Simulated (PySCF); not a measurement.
# Ways to converge the SCF of Ru2⁺

The same problem is solved with other solver options, one edit a run.

Program: PySCF 2.14.0. Level of theory: each script names its method and basis. These are calculated values, not measurements.

8 further runs of the same task are left out: 1 for a known fault of the program, 7 that didn't finish.

**1. Where the work starts**

Ru2⁺: 2 atoms, charge 1, spin multiplicity 2.

Bond lengths: Ru1–Ru2 2.490 Å.

**2. Base script**

input.py reads:

```python
from pyscf import gto, dft

mol = gto.M(
    atom='Ru 0 0 0; Ru 0 0 2.49',
    basis='lanl2dz',
    ecp={'Ru': 'lanl2dz'},
    charge=1,
    spin=1,
    verbose=4,
)
mf = dft.ROKS(mol, xc='mn15')
mf.kernel()
mf.dip_moment()
print('orbital energies (hartree):', mf.mo_energy[..., max(0, mol.nelec[1]-3):mol.nelec[0]+3].round(4))
```

Started as:

```sh
OMP_NUM_THREADS=1 python input.py
```

Its log is not repeated here.

Base result: E(SCF) = -186.640949 Eh, 13 cycles.

The bond length is a typed value, not an optimised one. The dipole of an ion depends on the origin. No search for the lowest state was made; open d or f shells can end in a higher solution.

**3. Initial guess huckel**

Run 1 changes initial guess: minao → huckel.

input.py reads:

```python
from pyscf import gto, dft

mol = gto.M(
    atom='Ru 0 0 0; Ru 0 0 2.49',
    basis='lanl2dz',
    ecp={'Ru': 'lanl2dz'},
    charge=1,
    spin=1,
    verbose=4,
)
mf = dft.ROKS(mol, xc='mn15')
mf.init_guess = 'huckel'
mf.kernel()
mf.dip_moment()
print('orbital energies (hartree):', mf.mo_energy[..., max(0, mol.nelec[1]-3):mol.nelec[0]+3].round(4))
```

Started as:

```sh
OMP_NUM_THREADS=1 python input.py
```

**4. Cycle limit 200**

Run 2 changes cycle limit: 50 → 200.

input.py, as its differences from that of step 2:

```diff
@@ -11,2 +11,3 @@
 mf = dft.ROKS(mol, xc='mn15')
+mf.max_cycle = 200
 mf.kernel()
```

**5. Initial guess atom**

Run 3 changes initial guess: minao → atom.

input.py, as its differences from that of step 2:

```diff
@@ -11,2 +11,3 @@
 mf = dft.ROKS(mol, xc='mn15')
+mf.init_guess = 'atom'
 mf.kernel()
```

What does the calculation give? Wanted: for each run, E(SCF); from base.

The runs gave:

| run | E(SCF) (hartree) | from base (eV) | cycles |
| --- | --- | --- | --- |
| base | -186.640949 | 0 | 13 |
| initial guess huckel | -186.872374 | -6.2974 | 12 |
| cycle limit 200 | -186.640949 | 0.0000 | 13 |
| initial guess atom | -186.864961 | -6.0957 | 9 |

Distance from each run's final energy (log10 hartree) by cycle:

| run | cycle 1 | cycle 2 | cycle 3 | cycle 5 | cycle 8 | cycle 12 |
| --- | --- | --- | --- | --- | --- | --- |
| base | 1.4 | 0.4 | -0.6 | -3.1 | -6.5 | -10.3 |
| initial guess huckel | -1.5 | -1.6 | -3.0 | -4.4 | -7.0 | -10.7 |
| cycle limit 200 | 1.4 | 0.4 | -0.6 | -3.1 | -6.5 | -10.3 |
| initial guess atom | -1.0 | -1.2 | -3.2 | -4.8 | -8.2 | done |

In words: No change of the SCF energy comes from cycle limit 200. Of the runs whose energies can be compared, “initial guess huckel” moves the SCF energy most (-6.297 eV). With initial guess huckel the SCF ends in another solution, 6.30 eV lower: the path to self-consistency decides the state here. With initial guess atom the SCF ends in another solution, 6.10 eV lower: the path to self-consistency decides the state here.
